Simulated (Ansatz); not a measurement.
# CH₆OSi₂: small, medium and large basis sets

One table from this session's results is given with a row withheld; the runs are named, their logs left out.

Computed with Ansatz 0.2.0, Gaussian basis. Level: one geometry, several basis sets.

Plan: PBE0-D4/def2-SVP; ωB97M-V/def2-SVP; PBE0-D4/def2-QZVPP; ωB97M-V/def2-QZVPP; the functionals' def2-TZVPP values are taken from earlier runs.

### Structure used throughout

The geometry comes from an earlier relaxation with PBE0-D4 in a triple-zeta def2 set; it is a stationary point, not always the lowest conformer.

SMILES `C1[SiH2]O[SiH2]1`, 10 atoms, charge 0, spin multiplicity 1.

Atoms are counted from 1 here; the program's logs count them from 0.

Bond lengths: C1–Si2 1.887 Å, C1–Si4 1.887 Å, C1–H5 1.090 Å, C1–H6 1.090 Å, Si2–O3 1.676 Å, Si2–H7 1.485 Å, Si2–H8 1.485 Å, O3–Si4 1.676 Å, Si4–H9 1.485 Å, Si4–H10 1.485 Å. Angles: Si2–C1–Si4 82.3°, Si2–C1–H5 115.8°, Si2–C1–H6 115.8°, Si4–C1–H5 115.8°, Si4–C1–H6 115.8°, H5–C1–H6 109.5°, C1–Si2–O3 91.1°, C1–Si2–H7 115.9°, C1–Si2–H8 115.9°, O3–Si2–H7 111.8°, O3–Si2–H8 111.8°, H7–Si2–H8 109.3°, Si2–O3–Si4 95.6°, C1–Si4–O3 91.1°, C1–Si4–H9 115.9°, C1–Si4–H10 115.9°, O3–Si4–H9 111.8°, O3–Si4–H10 111.8° and more.

Set-up of the first run:

Input file in.yaml:

```yaml
crystal:
  periodic: [false, false, false]
  atoms:
    - {symbol: C, position_ang: [-0.825089, 0.578469, -0.148615]}
    - {symbol: Si, position_ang: [-0.384175, -1.245074, 0.050269]}
    - {symbol: O, position_ang: [1.239294, -0.867138, 0.220394]}
    - {symbol: Si, position_ang: [1.037636, 0.788865, 0.064133]}
    - {symbol: H, position_ang: [-1.226295, 0.865554, -1.120656]}
    - {symbol: H, position_ang: [-1.443328, 1.005263, 0.641244]}
    - {symbol: H, position_ang: [-0.925181, -1.914077, 1.260957]}
    - {symbol: H, position_ang: [-0.629748, -2.104050, -1.136272]}
    - {symbol: H, position_ang: [1.472319, 1.515619, 1.284338]}
    - {symbol: H, position_ang: [1.767567, 1.325369, -1.112893]}
basis:
  gaussian: {orbitals: def2-SVP}
hamiltonian: {xc: pbe0, dispersion: d4}
output: {orbitals: {seedname: orbitals}}
```

Started as:

```
$ ansatz run in.yaml --threads 2 --pin off --events-out ev --progress --plain --max-ram 4352MiB
```

Steps of the session up to this table: PBE0-D4 in def2-SVP; ωB97M-V in def2-SVP; PBE0-D4 in def2-QZVPP; ωB97M-V in def2-QZVPP.

One of the session's tables, all rows but one given; the rest of the session is left out.

It belongs to the step «Functionals by basis». 

```
functional       basis  HOMO (eV)  LUMO (eV)
   PBE0-D4    def2-SVP      -8.30      -0.04
   PBE0-D4  def2-TZVPP      -8.27      -0.44
   PBE0-D4  def2-QZVPP          ?          ?
   ωB97M-V    def2-SVP     -10.45       1.86
   ωB97M-V  def2-TZVPP     -10.45       1.23
   ωB97M-V  def2-QZVPP     -10.45       0.97
```

Estimate the missing values for PBE0-D4, def2-QZVPP.

**Answer.** HOMO (eV): -8.28; LUMO (eV): -0.55. In the column «HOMO (eV)» it lies between PBE0-D4, def2-SVP (-8.30) and PBE0-D4, def2-TZVPP (-8.27).
